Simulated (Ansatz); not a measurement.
# W: the cost of one run

Computed with Ansatz 0.2.0 (DFT PBEsol, scalar-relativistic, plane waves, PAW, unless a step's input says otherwise).

1 further run of the same task is left out (for a known fault of the program). Runs told in other sessions of the task aren't counted.

### 1 The system as given

It takes space group Fm-3m (No. 225, cubic). The conventional cell has a = 4.060 Å, b = 4.060 Å, c = 4.060 Å, α = 90.00°, β = 90.00°, γ = 90.00°. W (site symmetry m-3m) is surrounded by 12 W at 2.87 Å.

Structure file:

```
CELL_PARAMETERS angstrom
0.00000 -2.03000 -2.03000
0.00000 2.03000 -2.03000
4.06000 0.00000 0.00000
ATOMIC_POSITIONS crystal
W 0.50000 0.50000 0.50000
W 0.00000 0.00000 0.00000
```

The cell is taken as given, not relaxed at this level.

### 2 The reference cell

The cell is repeated 2 times, 2 atoms in all. Reference values: F = -20512.0915 eV; pressure -12.63 GPa; largest force 0.000 eV/Å; gap on the mesh none (metal). It was computed beforehand with the settings of the runs below.

### 3 Setting up freezing in a mode

Mode 6 of the phonon run on this cell, counted from the lowest, is frozen in: each atom moves by x times its row below, so x is the largest displacement.

```
atom      ux     uy     uz
  W1   1.000  0.000  0.000
  W2  -1.000  0.000  0.000
```

### 4 Point x = -0.200 Å

input.yaml reads:

```yaml
crystal:
  lattice:
    - [0.0, -2.03, -2.03]
    - [0.0, 2.03, -2.03]
    - [4.06, 0.0, 0.0]
  atoms:
    - { symbol: W, position: [0.5, 0.5, 0.4507389163] }
    - { symbol: W, position: [0.0, 0.0, 0.0492610837] }
basis:
  ecutwfc: 420
kpoints:
  mp_grid: { grid: [16, 16, 12] }
hamiltonian:
  xc: pbesol
scf:
  occupations: { method: gaussian, width: 0.15 }
output:
  forces: true
  stress: true
  eigenvalues: true
```

Started as:

```bash
$ ansatz run input.yaml --threads 2 --pin off --max-ram 5120MiB --backend cpu --events-out ev --progress --plain --runs-dir out
```

What time and memory should one allow on 2 threads of Arm Neoverse V2, shared host?

About 3.6 s, with a peak of 0.41 GiB.
